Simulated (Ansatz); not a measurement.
# SiH₄O + H radical: a complex and its separated parts, part 2 of 2

Ansatz 0.2.0, Gaussian basis. Earlier steps stand in the parts before.

### 15 B2PLYP/def2-TZVPP

Input file parta/in.yaml:

```yaml
crystal:
  periodic: [false, false, false]
  atoms:
    - {symbol: H, position_ang: [-0.557044, -0.483496, 0.777930]}
    - {symbol: Si, position_ang: [0.367304, 0.397069, 0.028404]}
    - {symbol: O, position_ang: [0.152572, 0.027780, -1.563137]}
    - {symbol: H, position_ang: [0.046592, 1.823632, 0.309727]}
    - {symbol: H, position_ang: [1.768747, 0.148799, 0.465882]}
    - {symbol: H, position_ang: [0.676027, 0.504693, -2.207686]}
basis:
  gaussian: {orbitals: def2-TZVPP}
hamiltonian: {xc: {name: B2PLYP}}
```

Command:

```bash
ansatz run in.yaml --threads 2 --pin off --events-out ev --progress --plain --max-ram 4352MiB
```

The log of the run, shortened:

```text
Functional definition: B2PLYP
  name "B2PLYP"
  cite "Grimme, J. Chem. Phys. 124, 034108 (2006) doi:10.1063/1.2148954"
  cite "Becke, Phys. Rev. A 38, 3098 (1988) doi:10.1103/PhysRevA.38.3098"
  cite "Lee, Yang & Parr, Phys. Rev. B 37, 785 (1988) doi:10.1103/PhysRevB.37.785"
[...]
746 factors; integrals over basis functions are off by at most 9.4e-4 eV
[...]
mean field -9983.99668548 eV, -366.9051107954 hartree, gradient 2.8e-6 eV, S^2 0.000000; 0 other end points of the search recorded, 0 dependent functions left out
6 core orbitals not correlated: weight in the atoms' cores, before any rotation towards them, 1.000 or more for the frozen orbitals, at most 0.000 for the correlated occupied ones
reference -9983.99681775 eV, -366.9051156561 hartree; 7, 7 occupied and 116, 116 virtual orbitals, 746 factors
second order -12.31565330 eV of doubles, -0.00000000 eV of singles
Total energy: -9987.32204414 eV, -367.0273154720 hartree
```

Wall time 1.5 s (2 threads of Arm Neoverse V2, shared host).

### 16 PBE-QIDH/def2-TZVPP

parta/in.yaml, as its differences from that of step 15:

```diff
@@ -11,2 +11,2 @@
   gaussian: {orbitals: def2-TZVPP}
-hamiltonian: {xc: {name: B2PLYP}}
+hamiltonian: {xc: {name: PBE-QIDH}}
```

Command:

```bash
ansatz run in.yaml --threads 2 --pin off --events-out ev --progress --plain --max-ram 4352MiB
```

The log of the run, shortened:

```text
Functional definition: PBE-QIDH
  name "PBE-QIDH"
  cite "Brémond, Sancho-García, Pérez-Jiménez & Adamo, J. Chem. Phys. 141, 031101 (2014) doi:10.1063/1.4890314"
  cite "Perdew, Burke & Ernzerhof, Phys. Rev. Lett. 77, 3865 (1996) doi:10.1103/PhysRevLett.77.3865"
[...]
746 factors; integrals over basis functions are off by at most 9.4e-4 eV
[...]
mean field -9979.98621211 eV, -366.7577286173 hartree, gradient 3.7e-6 eV, S^2 0.000000; 0 other end points of the search recorded, 0 dependent functions left out
6 core orbitals not correlated: weight in the atoms' cores, before any rotation towards them, 1.000 or more for the frozen orbitals, at most 0.000 for the correlated occupied ones
reference -9979.98622234 eV, -366.7577289934 hartree; 7, 7 occupied and 116, 116 virtual orbitals, 746 factors
second order -11.46624864 eV of doubles, -0.00000000 eV of singles
Total energy: -9983.80830522 eV, -366.8981879485 hartree
```

It took 1.5 s on 2 threads of Arm Neoverse V2, shared host.

### 17 RPA on PBE/def2-TZVPP

parta/in.yaml, as its differences from that of step 16:

```diff
@@ -11,2 +11,3 @@
   gaussian: {orbitals: def2-TZVPP}
-hamiltonian: {xc: {name: PBE-QIDH}}
+hamiltonian: {xc: pbe}
+correlation: {method: rpa}
```

Command:

```bash
ansatz run in.yaml --threads 2 --pin off --events-out ev --progress --plain --max-ram 4352MiB
```

The log of the run, shortened:

```text
Functional definition: PBE
  name "PBE"
  cite "Perdew, Burke & Ernzerhof, Phys. Rev. Lett. 77, 3865 (1996) doi:10.1103/PhysRevLett.77.3865"
  parent pbe
[...]
746 factors; integrals over basis functions are off by at most 9.4e-4 eV
[...]
mean field -9985.38610178 eV, -366.9561709027 hartree, gradient 5.8e-6 eV, S^2 0.000000; 0 other end points of the search recorded, 0 dependent functions left out
6 core orbitals not correlated: weight in the atoms' cores, before any rotation towards them, 1.000 or more for the frozen orbitals, at most 0.000 for the correlated occupied ones
reference -9964.31005763 eV, -366.1816405659 hartree; 7, 7 occupied and 116, 116 virtual orbitals, 746 factors
Total energy: -9981.80800594 eV, -366.8246783060 hartree
```

Wall time 1.4 s (2 threads of Arm Neoverse V2, shared host).

### 18 CCSD(T)/def2-TZVPP

parta/in.yaml, as its differences from that of step 17:

```diff
@@ -11,3 +11,2 @@
   gaussian: {orbitals: def2-TZVPP}
-hamiltonian: {xc: pbe}
-correlation: {method: rpa}
+correlation: {method: ccsd_t}
```

Command:

```bash
ansatz run in.yaml --threads 2 --pin off --events-out ev --progress --plain --max-ram 4352MiB
```

The log of the run, shortened:

```text
Functional definition: HF
  name "HF"
  cite "Fock, Z. Phys. 61, 126 (1930) doi:10.1007/BF01340294"
  parent pbe
[...]
746 factors; integrals over basis functions are off by at most 9.4e-4 eV
[...]
mean field -9965.09464462 eV, -366.2104736060 hartree, gradient 2.3e-6 eV, S^2 0.000000; 0 other end points of the search recorded, 0 dependent functions left out
6 core orbitals not correlated: weight in the atoms' cores, before any rotation towards them, 1.000 or more for the frozen orbitals, at most 0.000 for the correlated occupied ones
reference -9965.09464462 eV, -366.2104736060 hartree; 7, 7 occupied and 116, 116 virtual orbitals, 746 factors
second order -10.23322452 eV of doubles, -0.00000000 eV of singles
cycle   1  -10.56896334 eV  change   -3.4e-1 eV  update   6.9e-2
[...]
cycle   9  -10.90281340 eV  change   -3.7e-6 eV  update   8.1e-6
perturbative correction -0.32822683 eV, -0.0120621134 hartree
Total energy: -9976.32568485 eV, -366.6232067218 hartree
```

Run time: 4.6 s. Hardware: 2 threads of Arm Neoverse V2, shared host; peak memory 0.59 GiB.

### 19 MP2/def2-QZVPP

parta/in.yaml, as its differences from that of step 18:

```diff
@@ -10,3 +10,3 @@
 basis:
-  gaussian: {orbitals: def2-TZVPP}
-correlation: {method: ccsd_t}
+  gaussian: {orbitals: "def2-QZVPP.json"}
+correlation: {method: mp2}
```

The basis file named in the input lies beside it (Basis Set Exchange, JSON).

Command:

```bash
ansatz run in.yaml --threads 2 --pin off --events-out ev --progress --plain --max-ram 4352MiB
```

The log of the run:

```text
Functional definition: HF
  name "HF"
  cite "Fock, Z. Phys. 61, 126 (1930) doi:10.1007/BF01340294"
  parent pbe
  exchange = exact_x
  correlation = 0
1466 factors; integrals over basis functions are off by at most 6.5e-4 eV
mean field evaluation 1: about -9963.0374 eV, gradient 3.5e1 eV
mean field evaluation 2: about -9963.0384 eV, gradient 3.5e1 eV
mean field evaluation 4: about -9965.4353 eV, gradient 2.4e0 eV
mean field evaluation 8: about -9965.4601 eV, gradient 8.2e-2 eV
mean field -9965.46011246 eV, -366.2239043013 hartree, gradient 2.4e-6 eV, S^2 0.000000; 0 other end points of the search recorded, 0 dependent functions left out
6 core orbitals not correlated: weight in the atoms' cores, before any rotation towards them, 1.000 or more for the frozen orbitals, at most 0.000 for the correlated occupied ones
reference -9965.46011246 eV, -366.2239043013 hartree; 7, 7 occupied and 234, 234 virtual orbitals, 1466 factors
second order -11.04499477 eV of doubles, -0.00000000 eV of singles
Total energy: -9976.50510722 eV, -366.6298003724 hartree
```

Wall time 3.9 s (2 threads of Arm Neoverse V2, shared host); peak memory 0.58 GiB.

### 20 Vibrations of SiH₄O

Input file vib-parta/in.yaml:

```yaml
crystal:
  periodic: [false, false, false]
  atoms:
    - {symbol: H, position_ang: [-0.557044, -0.483496, 0.777930]}
    - {symbol: Si, position_ang: [0.367304, 0.397069, 0.028404]}
    - {symbol: O, position_ang: [0.152572, 0.027780, -1.563137]}
    - {symbol: H, position_ang: [0.046592, 1.823632, 0.309727]}
    - {symbol: H, position_ang: [1.768747, 0.148799, 0.465882]}
    - {symbol: H, position_ang: [0.676027, 0.504693, -2.207686]}
basis:
  gaussian: {orbitals: def2-TZVP}
hamiltonian: {xc: pbe0, dispersion: d4}
phonons: {temperatures: {t_min: 298.15, t_max: 900, t_step: 200}}
```

Command:

```bash
ansatz run in.yaml --threads 2 --pin off --events-out ev --progress --plain --max-ram 4352MiB
```

The log of the run, shortened:

```text
Functional definition: PBE0
  name "PBE0"
  cite "Adamo & Barone, J. Chem. Phys. 110, 6158 (1999) doi:10.1063/1.478522"
  cite "Perdew, Burke & Ernzerhof, Phys. Rev. Lett. 77, 3865 (1996) doi:10.1103/PhysRevLett.77.3865"
  parent pbe
[...]
595 factors; their error is unknown
[...]
mean field -9986.23328843 eV, -366.9873044376 hartree, gradient 4.1e-5 eV, S^2 0.000000; 0 other end points of the search recorded, 0 dependent functions left out
[...]
reference -9986.23331380 eV, -366.9873053700 hartree; 13, 13 occupied and 79, 79 virtual orbitals, 595 factors
[... from here to the last solve, the lines of the solves are left out (35 solves) ...]
595 factors; their error is unknown
mean field -9986.23320356 eV, -366.9873013188 hartree, gradient 9.7e-7 eV, S^2 0.000000; 0 other end points of the search recorded, 0 dependent functions left out
[...]
reference -9986.23322894 eV, -366.9873022515 hartree; 13, 13 occupied and 79, 79 virtual orbitals, 595 factors
Total energy: -9986.28631255 eV, -366.9892530381 hartree
Atom 0 at    -0.557044    -0.483496     0.777930 Å, force    -0.000632    -0.000498     0.000450 eV/Å
Atom 1 at     0.367304     0.397069     0.028404 Å, force     0.001022     0.000844    -0.001610 eV/Å
Atom 2 at     0.152572     0.027780    -1.563137 Å, force     0.000159     0.000200     0.001127 eV/Å
Atom 3 at     0.046592     1.823632     0.309727 Å, force    -0.000040    -0.000490     0.000027 eV/Å
Atom 4 at     1.768747     0.148799     0.465882 Å, force    -0.000361    -0.000038     0.000091 eV/Å
Atom 5 at     0.676027     0.504693    -2.207686 Å, force    -0.000148    -0.000018    -0.000085 eV/Å
Dipole moment:     0.189431     0.185315    -0.097300 e Å
Vibrations: 196.55 679.74 719.17 847.71 907.89 946.71 967.07 993.22 2208.45 2213.50 2260.80 3930.78 cm⁻¹, zero-point energy 1.045905 eV
```

It took 20 s on 2 threads of Arm Neoverse V2, shared host.

Wavenumbers and character of the modes:

```csv
mode,wavenumber (cm⁻¹),character
1,197,torsion
2,680,bend
3,719,bend
4,848,bend with Si–O stretch
5,908,bend with Si–O stretch
6,947,bend with torsion
7,967,bend with torsion
8,993,bend
9,2208,Si–H stretch
10,2214,Si–H stretch
11,2261,Si–H stretch
12,3931,O–H stretch
```

Vibrational sums (real modes only):

```csv
T (K),entropy (J/mol/K),heat capacity (J/mol/K)
298,14.3,24.4
498,32.1,45.2
698,49.6,58.7
898,65.6,68.0
```

### 21 Complex less separated parts

The complex's own energies come from single points at the same levels. The hydrogen atom has one electron, so its Hartree-Fock energy serves all wavefunction methods.

Rows are in def2-TZVPP; times add the 2 runs of a level on a shared host, so small differences are noise.

Differences are taken before rounding.

```csv
method,rung,complex less parts (eV),from CCSD(T) (eV),time
SPW92,LDA,-0.0183,-0.0172,1.2 s
PBE-D4,GGA,-0.0082,-0.0071,2.4 s
BLYP-D4,GGA,-0.0053,-0.0042,2.3 s
r2SCAN-D4,meta-GGA,-0.0071,-0.0060,4.5 s
B97M-V,meta-GGA,0.0001,+0.0012,8.8 s
PBE0-D4,hybrid,-0.0063,-0.0052,2.8 s
B3LYP-D4,hybrid,-0.0065,-0.0054,3 s
r2SCAN0-D4,hybrid,-0.0089,-0.0078,5 s
BHLYP-D4,hybrid,-0.0059,-0.0047,2.8 s
CAM-B3LYP-D4,range-separated hybrid,-0.0074,-0.0063,3 s
wB97X-V,range-separated hybrid,0.0007,+0.0018,9.2 s
wB97M-V,range-separated hybrid,0.0043,+0.0054,10 s
B2PLYP,double hybrid,0.0005,+0.0016,3.9 s
PBE-QIDH,double hybrid,-0.0001,+0.0011,3.6 s
Hartree-Fock,wavefunction,0.0044,+0.0056,
MP2,wavefunction,0.0002,+0.0013,
CCSD,wavefunction,-0.0008,+0.0003,
CCSD(T),wavefunction,-0.0011,0,27 s
```

Among the levels timed on like hardware and quicker than the yardstick, those that no quicker one beats, quickest first: SPW92 (1.2 s, -0.0172 eV); BLYP-D4 (2.3 s, -0.0042 eV); PBE-QIDH (3.6 s, +0.0011 eV).

For cost: PBE-QIDH gets within 0.0011 eV in 3.6 s, where CCSD(T) took 27 s; the quickest level in the cost chart, SPW92, takes 1.2 s and misses by 0.0172 eV.

The complex's zero-point energy, from a separate PBE0-D4 run, is 1.051 eV.

### 22 What came out

This closing draws on all 2 parts.

| quantity | value |
| --- | --- |
| complex less parts, CCSD(T)/def2-TZVPP | -0.0011 eV |
| with zero-point energy | +0.0036 eV |
| largest T1 diagnostic | 0.011 |

In words: At CCSD(T) the complex lies 0.0011 eV below its parts. PBE-QIDH is the best functional here (+0.0011 eV from CCSD(T)); SPW92 is the worst (-0.0172 eV). By rung, the mean size of the error is: LDA 0.0172, GGA 0.0056, meta-GGA 0.0036, hybrid 0.0058, range-separated hybrid 0.0045, double hybrid 0.0013 eV. PBE-D4 gives a relative energy 0.0071 eV too low, an error of 632 % of the reference. The complex's frequency run has imaginary modes: the structure is no minimum, so both the energy and the zero-point correction are in doubt. No counterpoise was applied, and triple zeta lacks some correlation, so the CCSD(T) reference has a basis error of its own, and close matches with it are partly luck.
